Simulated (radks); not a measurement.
# In⁻ inside a hard spherical wall

Aim: energy, levels and pressure of In⁻ as a wall, at which all orbitals vanish, closes in. The configuration stays [Kr] 4d10 5s2 5p2.

Program: radks (a radial shooting solver on a logarithmic mesh, Libxc functionals) version 1. Level of theory: scalar-relativistic Kohn-Sham, PBE, spin-unpolarised, spherical densities, finite nucleus. These are calculated values, not measurements, unless marked.

## Step 1: The system

| Item | Value |
| --- | --- |
| element | indium (Z = 49) |
| charge | -1 |
| electrons | 50 |
| configuration | [Kr] 4d10 5s2 5p2 |
| nuclear rms radius | 4.6156 fm |

The outer shells:

In⁻
```
[Kr] core
4d [↑↓][↑↓][↑↓][↑↓][↑↓]
5s [↑↓]
5p [↑ ][↑ ][  ]
```

## Step 2: Wall at 20 bohr

The run's settings:

```text
Z 49
configuration [Kr] 4d10 5s2 5p2 6s0 4f0 5d0
relativity scalar-relativistic
functional pbe,pbe
spin unpolarised
nucleus finite rms 4.6156 fm
wall 20 bohr
c 137.035999084
```

Command:

```
$ python run_ks.py task.json out
```

This one command runs every case of the session in turn.

## Step 3: Wall at 10 bohr

Settings, as their differences from step 2:

```diff
@@ -6,3 +6,3 @@
 nucleus finite rms 4.6156 fm
-wall 20 bohr
+wall 10 bohr
 c 137.035999084
```

## Step 4: Wall at 8 bohr

Settings, as their differences from step 3:

```diff
@@ -6,3 +6,3 @@
 nucleus finite rms 4.6156 fm
-wall 10 bohr
+wall 8 bohr
 c 137.035999084
```

## Step 5: Wall at 7 bohr

Settings, as their differences from step 4:

```diff
@@ -6,3 +6,3 @@
 nucleus finite rms 4.6156 fm
-wall 8 bohr
+wall 7 bohr
 c 137.035999084
```

## Step 6: Wall at 4 bohr

Settings, as their differences from step 5:

```diff
@@ -6,3 +6,3 @@
 nucleus finite rms 4.6156 fm
-wall 7 bohr
+wall 4 bohr
 c 137.035999084
```

## Step 7: Wall at 3.5 bohr

Settings, as their differences from step 6:

```diff
@@ -6,3 +6,3 @@
 nucleus finite rms 4.6156 fm
-wall 4 bohr
+wall 3.5 bohr
 c 137.035999084
```

What does the calculation give? Wanted: for each run, R; E − E(widest); ε(5p); ε(6s, empty); ε(5d, empty); ε(4f, empty); pressure.

As calculated:

```csv
R (bohr),E − E(widest) (eV),ε(5p) (eV),"ε(6s, empty) (eV)","ε(5d, empty) (eV)","ε(4f, empty) (eV)",pressure (GPa)
20,0.000,1.302,1.669,2.293,2.818,0.00203
10,0.528,2.515,4.590,5.841,8.180,0.185
8,1.308,3.496,7.444,8.163,11.708,0.902
7,2.277,4.434,10.306,10.159,14.558,2.40
4,25.222,16.512,47.223,31.306,36.766,146
3.5,44.892,24.014,68.966,42.928,45.593,389
```

What this shows: At the tightest wall, 3.5 bohr, the energy stands 44.892 eV above the widest wall (20 bohr) and the pressure, −dE/dV, is 389 GPa. Of the levels in the table that exist at both ends, 6s (empty) rises most from the widest wall (20 bohr) (67.297 eV). From R = 20 bohr inwards the highest occupied level lies above zero, in an anion first from self-interaction, then from the wall. Shells are not refilled when levels cross, and a hard wall is a model, not a crystal.
